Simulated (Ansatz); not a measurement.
# C3H6BBr: up Jacob's ladder to CCSD(T)

One table from this session's results is given with a row withheld; the runs are named, their logs left out.

Program: Ansatz 0.2.0, Gaussian basis. Level of theory: functionals in def2-TZVPP, the program's frozen cores in correlated methods. These are calculated values, not measurements.

Levels to be run: LDA (SPW92), PBE-D4, revPBE-D4, BLYP-D4, r2SCAN-D4, B97M-V, PBE0-D4, B3LYP-D4, r2SCANh-D4, r2SCAN0-D4, HSE06-D4, BHLYP-D4, CAM-B3LYP-D4, LC-ωPBE, ωB97X-V, ωB97M-V, B2PLYP, PBE-QIDH; CCSD(T)/def2-SVP; CCSD(T)/def2-TZVPP; MP2/def2-QZVPP; extrapolation to the limit; RPA on PBE.

## The relaxed structure

The geometry comes from an earlier relaxation with PBE0-D4 in a triple-zeta def2 set; it is a stationary point, not always the lowest conformer.

11 atoms, charge 0, spin multiplicity 1.

Atoms are counted from 1 here; the program's logs count them from 0.

Bond lengths: B1–C2 1.767 Å, B1–C3 1.743 Å, B1–C4 1.767 Å, B1–H6 1.190 Å, B1–H7 1.192 Å, C2–C3 1.405 Å, C2–H8 1.083 Å, C2–H9 1.081 Å, C3–C4 1.405 Å, C3–Br5 1.893 Å, C4–H10 1.083 Å, C4–H11 1.081 Å. Angles: C2–B1–C3 47.2°, C2–B1–C4 86.1°, C2–B1–H6 118.4°, C2–B1–H7 102.6°, C3–B1–C4 47.2°, C3–B1–H6 109.1°, C3–B1–H7 129.0°, C4–B1–H6 118.4°, C4–B1–H7 102.6°, H6–B1–H7 122.0°, B1–C2–C3 65.5°, B1–C2–H8 105.3°, B1–C2–H9 122.5°, C3–C2–H8 118.6°, C3–C2–H9 118.3°, H8–C2–H9 116.4°, B1–C3–C2 67.3°, B1–C3–C4 67.3° and more.

Coordinates:

```xyz
11
charge 0, multiplicity 1
B    -0.9195    0.1437   -0.2485
C    -0.0246   -0.0025    1.2676
C     0.7808    0.1870    0.1323
C     0.5013   -0.5737   -1.0152
Br    1.6550    1.8524   -0.0831
H    -1.2670    1.2263   -0.5995
H    -1.6769   -0.7751   -0.1932
H    -0.2071   -1.0132    1.6105
H    -0.0342    0.7698    2.0237
H     0.3732   -1.6436   -0.9091
H     0.8846   -0.2282   -1.9649
```

Set-up of the first run:

File in.yaml:

```yaml
crystal:
  periodic: [false, false, false]
  atoms:
    - {symbol: B, position_ang: [-0.919515, 0.143661, -0.248527]}
    - {symbol: C, position_ang: [-0.024594, -0.002471, 1.267553]}
    - {symbol: C, position_ang: [0.780822, 0.187006, 0.132250]}
    - {symbol: C, position_ang: [0.501283, -0.573651, -1.015230]}
    - {symbol: Br, position_ang: [1.654978, 1.852419, -0.083088]}
    - {symbol: H, position_ang: [-1.267010, 1.226313, -0.599478]}
    - {symbol: H, position_ang: [-1.676920, -0.775124, -0.193201]}
    - {symbol: H, position_ang: [-0.207147, -1.013181, 1.610463]}
    - {symbol: H, position_ang: [-0.034236, 0.769762, 2.023686]}
    - {symbol: H, position_ang: [0.373181, -1.643589, -0.909079]}
    - {symbol: H, position_ang: [0.884559, -0.228245, -1.964949]}
basis:
  gaussian: {orbitals: def2-TZVPP}
hamiltonian: {xc: lda}
output: {orbitals: {seedname: orbitals}}
```

The run is started by

```sh
$ ansatz run in.yaml --threads 4 --pin off --events-out ev --progress --plain --max-ram 10444MiB
```

Steps of the session up to this table: LDA; PBE-D4 (GGA); revPBE-D4 (GGA); BLYP-D4 (GGA); r2SCAN-D4 (meta-GGA); B97M-V (meta-GGA); B3LYP-D4 (hybrid); r2SCANh-D4 (hybrid); r2SCAN0-D4 (hybrid); HSE06-D4 (hybrid); BHLYP-D4 (hybrid); CAM-B3LYP-D4 (range-separated); LC-ωPBE (range-separated); ωB97X-V (range-separated); ωB97M-V (range-separated); B2PLYP (double hybrid); PBE-QIDH (double hybrid).

One table of the session follows, with a row left open; its other results are not shown here.

It belongs to the step «Orbital energies across the functionals». 

```
  functional  HOMO (eV)  gap (eV)
 LDA (SPW92)      -7.07      4.89
      PBE-D4      -6.89      4.89
   revPBE-D4      -6.82      4.90
     BLYP-D4      -6.71      4.83
   r2SCAN-D4      -7.12      5.31
      B97M-V      -7.19      5.38
     PBE0-D4      -8.04      6.97
    B3LYP-D4      -7.79      6.50
  r2SCANh-D4      -7.55      6.08
  r2SCAN0-D4      -8.19      7.23
    HSE06-D4      -7.64      6.19
    BHLYP-D4      -8.99      8.95
CAM-B3LYP-D4      -9.33      9.35
     LC-ωPBE     -10.71     11.83
     ωB97X-V     -10.33     11.39
     ωB97M-V          ?         ?
```

Q: Estimate the row for ωB97M-V from the others.

As computed: HOMO (eV): -10.21; gap (eV): 11.13. In the column «HOMO (eV)» it lies between ωB97X-V (-10.33) and CAM-B3LYP-D4 (-9.33).
